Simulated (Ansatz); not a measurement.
# CH5BTe: small, medium and large basis sets

An exercise on one series of results from a longer session: the logs are not shown, and one member is left open.

Method: one geometry, several basis sets; program: Ansatz 0.2.0, Gaussian basis.

Levels to be run: PBE0-D4/def2-SVP; ωB97M-V/def2-SVP; PBE0-D4/def2-QZVPP; ωB97M-V/def2-QZVPP; the functionals' def2-TZVPP values are taken from earlier runs.

### Structure used throughout

An earlier PBE0-D4 in a triple-zeta def2 set relaxation fixed the geometry. Te takes the def2 core potential; no spin-orbit term is included.

SMILES `B[Te]C`, 8 atoms, charge 0, spin multiplicity 1.

Atoms are counted from 1 here; the program's logs count them from 0.

Bond lengths: B1–Te2 2.085 Å, B1–H4 1.193 Å, B1–H5 1.192 Å, Te2–C3 2.142 Å, C3–H6 1.088 Å, C3–H7 1.088 Å, C3–H8 1.088 Å. Angles: Te2–B1–H4 119.7°, Te2–B1–H5 117.3°, H4–B1–H5 123.0°, B1–Te2–C3 99.2°, Te2–C3–H6 109.0°, Te2–C3–H7 107.8°, Te2–C3–H8 109.0°, H6–C3–H7 110.4°, H6–C3–H8 110.1°, H7–C3–H8 110.4°.

Geometry (Å):

```xyz
8
CH5BTe
B    -0.6918    1.2983   -1.0222
Te   -0.6695    0.7038    0.9765
C     0.5654   -1.0383    0.8034
H    -0.0947    0.6611   -1.8347
H    -1.3140    2.2775   -1.2944
H     1.4535   -0.9054    1.4174
H     0.8401   -1.1481   -0.2433
H     0.0033   -1.9062    1.1417
```

Set-up of the first run:

in.yaml reads:

```yaml
crystal:
  periodic: [false, false, false]
  atoms:
    - {symbol: B, position_ang: [-0.691821, 1.298333, -1.022215]}
    - {symbol: Te, position_ang: [-0.669516, 0.703780, 0.976547]}
    - {symbol: C, position_ang: [0.565367, -1.038325, 0.803380]}
    - {symbol: H, position_ang: [-0.094724, 0.661145, -1.834705]}
    - {symbol: H, position_ang: [-1.314029, 2.277535, -1.294404]}
    - {symbol: H, position_ang: [1.453500, -0.905408, 1.417382]}
    - {symbol: H, position_ang: [0.840077, -1.148080, -0.243337]}
    - {symbol: H, position_ang: [0.003347, -1.906181, 1.141652]}
basis:
  gaussian: {orbitals: def2-SVP}
hamiltonian: {xc: pbe0, dispersion: d4}
output: {orbitals: {seedname: orbitals}}
```

Started as:

```console
$ ansatz run in.yaml --threads 2 --pin off --events-out ev --progress --plain --max-ram 4352MiB
```

Among the steps run: PBE0-D4 in def2-SVP; ωB97M-V in def2-SVP; PBE0-D4 in def2-QZVPP; ωB97M-V in def2-QZVPP.

One table of the session follows, with a row left open; its other results are not shown here.

It belongs to the step «Density functionals: the series». 

| functional | basis | HOMO (eV) |
| --- | --- | --- |
| PBE0-D4 | def2-SVP | -6.78 |
| PBE0-D4 | def2-TZVPP | -6.82 |
| PBE0-D4 | def2-QZVPP | ? |
| ωB97M-V | def2-SVP | -8.77 |
| ωB97M-V | def2-TZVPP | -8.85 |
| ωB97M-V | def2-QZVPP | -8.85 |

Q: Estimate the row for PBE0-D4, def2-QZVPP from the others.

As computed: HOMO (eV): -6.83. In the column «HOMO (eV)» it lies between ωB97M-V, def2-SVP (-8.77) and PBE0-D4, def2-TZVPP (-6.82).
